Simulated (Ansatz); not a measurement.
# CH7NOSi (SMILES OCN[SiH3]): HF/3-21G

What is the energy change on altering one bond length of CH7NOSi at HF/3-21G? 

The results are computed with Ansatz 0.2.0.

122 further runs of the same task are left out: 122 set aside as unsound or not needed.

## Step 1: Starting point

CH7NOSi: 11 atoms, total charge 0, spin state singlet. As SMILES, `OCN[SiH3]`. Geometry: relaxed at PBE0-D4/def2-TZVP. This is one conformer, not always the lowest.

Bond lengths: O1–C2 1.405 Å, C2–N3 1.432 Å, N3–Si4 1.720 Å, O1–H5 0.962 Å, C2–H6 1.095 Å, C2–H7 1.100 Å, N3–H8 1.009 Å, Si4–H9 1.487 Å, Si4–H10 1.492 Å, Si4–H11 1.485 Å. Some angles: O1–C2–N3 112.6°, C2–N3–Si4 124.6°, O1–C2–H6 104.7°, O1–C2–H7 111.2°, N3–C2–H6 112.6°, N3–C2–H7 107.8°, C2–O1–H5 107.2°, C2–N3–H8 113.6°, Si4–N3–H8 119.4°, N3–Si4–H9 108.0°.

## Step 2: A single-point energy at HF/3-21G

input.yaml reads:

```yaml
crystal:
  periodic: [false, false, false]
  atoms:
    - symbol: O
      position_ang: [-1.208000, 1.808500, -0.668400]
    - symbol: C
      position_ang: [-0.009800, 1.197800, -0.260600]
    - symbol: N
      position_ang: [0.021500, -0.204300, -0.552200]
    - symbol: Si
      position_ang: [0.472500, -1.425900, 0.571200]
    - symbol: H
      position_ang: [-1.930700, 1.291100, -0.299300]
    - symbol: H
      position_ang: [0.776900, 1.753100, -0.781300]
    - symbol: H
      position_ang: [0.150800, 1.320600, 0.820400]
    - symbol: H
      position_ang: [0.033200, -0.410500, -1.539700]
    - symbol: H
      position_ang: [-0.212700, -1.140500, 1.860100]
    - symbol: H
      position_ang: [1.934400, -1.515500, 0.858100]
    - symbol: H
      position_ang: [0.037100, -2.731600, 0.012700]
basis:
  gaussian: {orbitals: 3-21G.json}
hamiltonian: {xc: hf}
accuracy: high
output: {orbitals: {seedname: orbitals}}
```

The basis set 3-21G is read from a file made from the Basis Set Exchange's data (not shown).

Started as:

```
ansatz run input.yaml --threads 1 --pin off --max-ram 3480MiB --events-out events.jsonl --progress --plain --runs-dir runs
```

Log:

```text
Warning: RAYON_NUM_THREADS=1 ignored (pool sized by the plan → 1); use --threads N
Functional definition: HF
  name "HF"
  exchange = exact_x
  correlation = 0
1299 factors; integrals over basis functions are off by at most 1.0e-8 eV
mean field evaluation 1: about -12451.9279 eV, gradient 3.2e1 eV
mean field evaluation 2: about -12452.3739 eV, gradient 3.3e1 eV
mean field evaluation 4: about -12454.5604 eV, gradient 2.2e0 eV
mean field evaluation 8: about -12454.5847 eV, gradient 8.8e-2 eV
mean field evaluation 16: about -12454.5847 eV, gradient 2.8e-8 eV
mean field -12454.58474103 eV, -457.6975472121 hartree, gradient 2.8e-8 eV, S^2 0.000000; 0 other end points of the search recorded, 0 dependent functions left out
reference -12454.58474103 eV, -457.6975472121 hartree; 21, 21 occupied and 33, 33 virtual orbitals, 1299 factors
Total energy: -12454.58474103 eV, -457.6975472121 hartree
```

Run time: 0.48 s. Hardware: 1 thread of Intel Xeon 6975P-C (Granite Rapids), shared host; peak memory 0.14 GiB.

## Step 3: The distorted shape at the same level

job.yaml reads:

```yaml
crystal:
  periodic: [false, false, false]
  atoms:
    - {symbol: O, position_ang: [-1.213850, 1.911600, -0.174650]}
    - {symbol: C, position_ang: [-0.015650, 1.300900, 0.233150]}
    - {symbol: N, position_ang: [0.015650, -0.101200, -0.058450]}
    - {symbol: Si, position_ang: [0.466650, -1.322800, 1.064950]}
    - {symbol: H, position_ang: [-1.936550, 1.394200, 0.194450]}
    - {symbol: H, position_ang: [0.771050, 1.856200, -0.287550]}
    - {symbol: H, position_ang: [0.144950, 1.423700, 1.314150]}
    - {symbol: H, position_ang: [0.033200, -0.410500, -1.539700]}
    - {symbol: H, position_ang: [-0.218550, -1.037400, 2.353850]}
    - {symbol: H, position_ang: [1.928550, -1.412400, 1.351850]}
    - {symbol: H, position_ang: [0.031250, -2.628500, 0.506450]}
basis:
  gaussian: {orbitals: 3-21G.json}
hamiltonian: {xc: hf}
accuracy: high
output: {orbitals: {seedname: orbitals}}
```

The basis set 3-21G is read from a file made from the Basis Set Exchange's data (not shown).

Started as:

```
ansatz run job.yaml --threads 1 --pin off --max-ram 3480MiB --events-out events.jsonl --progress --plain --runs-dir runs
```

Log:

```text
Warning: RAYON_NUM_THREADS=1 ignored (pool sized by the plan → 1); use --threads N
Functional definition: HF
  name "HF"
  exchange = exact_x
  correlation = 0
1299 factors; integrals over basis functions are off by at most 1.1e-8 eV
mean field evaluation 1: about -12449.0151 eV, gradient 3.2e1 eV
mean field evaluation 2: about -12449.4883 eV, gradient 3.3e1 eV
mean field evaluation 4: about -12451.8986 eV, gradient 2.6e0 eV
mean field evaluation 8: about -12451.9369 eV, gradient 3.0e-1 eV
mean field evaluation 16: about -12451.9374 eV, gradient 1.2e-8 eV
mean field -12451.93743071 eV, -457.6002603523 hartree, gradient 5.4e-8 eV, S^2 0.000000; 0 other end points of the search recorded, 0 dependent functions left out
reference -12451.93743071 eV, -457.6002603523 hartree; 21, 21 occupied and 33, 33 virtual orbitals, 1299 factors
Total energy: -12451.93743071 eV, -457.6002603523 hartree
```

Run time: 0.5 s. Hardware: 1 thread of Intel Xeon 6975P-C (Granite Rapids), shared host; peak memory 0.14 GiB.

## Step 4: Summary of results

Level: HF/3-21G.

```
                                                         quantity          value
                                        first shape: total energy  -457.69755 Eh
                                         first shape: HOMO energy      -10.35 eV
                                         first shape: LUMO energy        4.56 eV
                                       first shape: HOMO–LUMO gap       14.90 eV
                                    distorted shape: total energy  -457.60026 Eh
                                     distorted shape: HOMO energy      -10.21 eV
                                     distorted shape: LUMO energy        3.27 eV
                                   distorted shape: HOMO–LUMO gap       13.48 eV
energy change with the N3–H8 bond stretched from 1.009 to 1.513 Å       2.647 eV
```

**Reading.** With the N3–H8 bond stretched from 1.009 to 1.513 Å the energy rises by 2.65 eV (255 kJ/mol). The first shape isn't relaxed at this level, so the change isn't measured from a minimum.
